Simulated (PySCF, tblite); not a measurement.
# C₂H₁₁FO₂Si₃: geometry, infrared bands and NMR shifts

What infrared bands and NMR shifts should C₂H₁₁FO₂Si₃ (`CO[SiH2][Si@H](F)OC[SiH3]`) show?

Computed with tblite 0.8.0 and PySCF 2.14.0, with density-fitted response routines of our own, on a single molecule in the gas phase. Atoms count from 0, in the outputs and in this text.

## Step 1: The starting structure

19 atoms, charge 0, multiplicity 1; geometry from: force field or distance geometry start.

Bonds of the start (Å): C0–O1 1.43, O1–Si2 1.66, Si2–Si3 2.33, Si3–F4 1.60, Si3–O5 1.67, O5–C6 1.43, C6–Si7 1.88, C0–H8 1.10, C0–H9 1.09, C0–H10 1.09, Si2–H11 1.49, Si2–H12 1.47, Si3–H13 1.50, C6–H14 1.10, C6–H15 1.09, Si7–H16 1.48, Si7–H17 1.48, Si7–H18 1.49.

## Step 2: Geometry optimisation with GFN2-xTB

Job settings and geometry (Å):

```
{"job": {"kind": "relax", "xc": "GFN2-xTB", "basis": "xTB"}, "charge": 0, "multiplicity": 1}
C      3.832800     1.262800     0.306300
O      2.620600     0.523300     0.434600
Si     2.072100    -0.326900    -0.880400
Si    -0.005200    -1.315000    -0.481400
F     -0.492300    -2.170100    -1.741200
O     -1.194000    -0.189900    -0.158200
C     -2.549100    -0.629600    -0.062100
Si    -3.817600     0.708700     0.312300
H      4.044700     1.739100     1.269800
H      3.711600     2.055100    -0.439700
H      4.667600     0.614700     0.053800
H      1.980500     0.620400    -2.028400
H      3.078200    -1.347700    -1.223700
H      0.075500    -2.252800     0.682800
H     -2.631800    -1.374700     0.740600
H     -2.846000    -1.105900    -0.991500
H     -3.543500     1.359800     1.618400
H     -3.831900     1.734200    -0.759300
H     -5.181900     0.103700     0.382600
```

Launch:

```sh
$ OMP_NUM_THREADS=1 python probes_run.py task.json out
```

The driver reads the jobs from task.json and runs them one after another.

**Question.** This job is followed by: GFN2-xTB harmonic vibrations, gas phase; GIAO PBE0/pcSseg-1 NMR shielding, non-relativistic, gas phase. What will the session give for the following? strongest single infrared mode (GFN2-xTB); zero-point energy (GFN2-xTB); ¹³C shifts against TMS (PBE0/pcSseg-1); ¹H shifts against TMS (PBE0/pcSseg-1, means over atoms taken as alike); ¹⁷O shifts against H2O (PBE0/pcSseg-1); ²⁹Si shifts against TMS (PBE0/pcSseg-1); ¹⁹F shifts against CFCl3 (PBE0/pcSseg-1).

The runs gave:

| quantity | value |
| --- | --- |
| strongest single infrared mode (GFN2-xTB) | 663 cm⁻¹, 479 km/mol |
| zero-point energy (GFN2-xTB) | 78.0 kcal/mol |
| ¹³C shifts against TMS (PBE0/pcSseg-1) | 56.2, 52.0 ppm |
| ¹H shifts against TMS (PBE0/pcSseg-1, means over atoms taken as alike) | 5.42, 5.08, 4.90, 4.27, 3.91, 3.82, 3.62 ppm |
| ¹⁷O shifts against H2O (PBE0/pcSseg-1) | 48.5, -16.9 ppm |
| ²⁹Si shifts against TMS (PBE0/pcSseg-1) | 0.0, -31.1, -71.6 ppm |
| ¹⁹F shifts against CFCl3 (PBE0/pcSseg-1) | -173.3 ppm |

In words: Relaxing lowered the energy by 0.511 eV in 255 steps; the close pair that moved most is Si2–Si3, from 2.335 to 2.263 Å. All 51 modes are real, so the xTB geometry is a minimum. The strongest single mode, at 663 cm⁻¹, moves mainly H13. GFN2-xTB is a fitted tight-binding method: band positions and strengths are rough. Its intensities can rank the bands wrongly. The most deshielded carbon is C0 (methyl carbon bonded to O), at 56.2 ppm: pulled downfield by the heteroatom. At PBE0/pcSseg-1: The largest span, 163 ppm, is at Si2, where the paramagnetic term is -504 ppm.
